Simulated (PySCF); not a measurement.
# CaGe+: from the state search to spectroscopic constants

An exercise on one series of results from a longer session: the logs are not shown, and one member is left open.

Program: PySCF 2.14.0. Level of theory: Ca pcseg-1, Ge pcseg-1, no relativity. These are calculated values, not measurements.

Set-up of the first run:

Settings of the job:

```yaml
atoms: Ca, Ge
charge: 1
basis: Ca pcseg-1, Ge pcseg-1
Hamiltonian: no relativity
basis_functions: 51
electrons_treated: 51
masses_in_u: 39.9626, 73.9212
levels: PBE0, PBE, r²SCAN, BHandHLYP, BP86, M06-2X, HF, MP2, SCS-MP2, CCSD, CCSD(T)
grid: 80 radial by 434 angular points
occupations: held fixed by the projection of orbital angular momentum
dissociation_limit: Ca+ + Ge, each in its ground configuration
starting_distance_in_angstrom: 2.850
values_of_2S_to_try: 1, 3
```

The run is started by

```sh
OMP_NUM_THREADS=1 python dia.py task.json out
```

Steps of the session up to this table: Input; First curve: PBE0; Other states along the same grid; PBE; r²SCAN; BHandHLYP; BP86; M06-2X (hybrid meta-GGA); UHF (mean field); Correlated methods on the Hartree–Fock reference.

One table of the session follows, with a row left open; its other results are not shown here.

It belongs to the step «Constants by level of theory». Differences from CCSD(T) in the same basis:

| level | Re (mÅ) | ωe (%) |
| --- | --- | --- |
| UHF | -21 | +6.3 |
| UHF-MP2 | -16 | +2.5 |
| UHF-SCS-MP2 | -16 | +3.2 |
| UHF-CCSD | -2 | +0.6 |
| PBE | -72 | +1.7 |
| BP86 | ? | ? |
| r²SCAN | -86 | +6.9 |
| PBE0 | -93 | +8.3 |
| BHandHLYP | -84 | +8.8 |
| M06-2X | -78 | +12.0 |

**Question.** Estimate the row for BP86.

The run gave: Re (mÅ): -71; ωe (%): +1.5. In the column «Re (mÅ)» it lies between PBE (-72) and UHF (-21).

Hartree–Fock makes the bond too short and too stiff against this reference, as it mostly does. CCSD(T) in a basis this small is itself some way from its limit, more so than the functionals.
